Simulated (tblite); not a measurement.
# C4H10GeSSi2: the cost of one run

The runs use tblite 0.8.0 and PySCF 2.14.0, with density-fitted response routines of our own; the level of theory stands in each step. All values are computed, except where a source is named. Atoms count from 0, in the outputs and in this text.

### 1 The starting structure

18 atoms, charge 0, multiplicity 1; geometry from: force field or distance geometry start.

Bonds of the start (Å): Si0–Si1 2.23, Si1–Ge2 2.32, Si1–C3 1.84, C3–C4 1.40, C4–C5 1.40, C5–C6 1.39, C6–S7 1.67, S7–C3 1.67, Si0–H8 1.47, Si0–H9 1.47, Si0–H10 1.48, Si1–H11 1.46, Ge2–H12 1.55, Ge2–H13 1.56, Ge2–H14 1.54, C4–H15 1.09, C5–H16 1.09, C6–H17 1.08.

### 2 Optimising the geometry with GFN2-xTB

What the job is given:

```
{"job": {"kind": "relax", "xc": "GFN2-xTB", "basis": "xTB"}, "charge": 0, "multiplicity": 1}
Si    -2.333500    -1.186200    -0.431600
Si    -1.024600     0.614700    -0.542800
Ge    -1.344000     1.907200     1.352400
C      0.732900     0.066800    -0.605500
C      1.462900    -0.467000     0.466500
C      2.754300    -0.851400     0.091400
C      3.045500    -0.638100    -1.252900
S      1.689300     0.026300    -1.976700
H     -2.123700    -2.017200    -1.623800
H     -2.014500    -1.958800     0.778700
H     -3.749000    -0.753000    -0.371000
H     -1.341700     1.390100    -1.734300
H     -0.431400     3.152700     1.296200
H     -2.830300     2.362600     1.401600
H     -1.020200     1.082700     2.611500
H      1.070600    -0.571500     1.474700
H      3.469400    -1.275000     0.793400
H      3.979200    -0.878600    -1.739500
```

Command:

```
$ OMP_NUM_THREADS=1 python probes_run.py task.json out
```

This one command runs all jobs of the session in turn.

**Question.** How long does this first job take on 1 thread of Arm Neoverse V2, shared host, and how much memory does it need?

About 1.2 s, with a peak of 0.18 GiB.
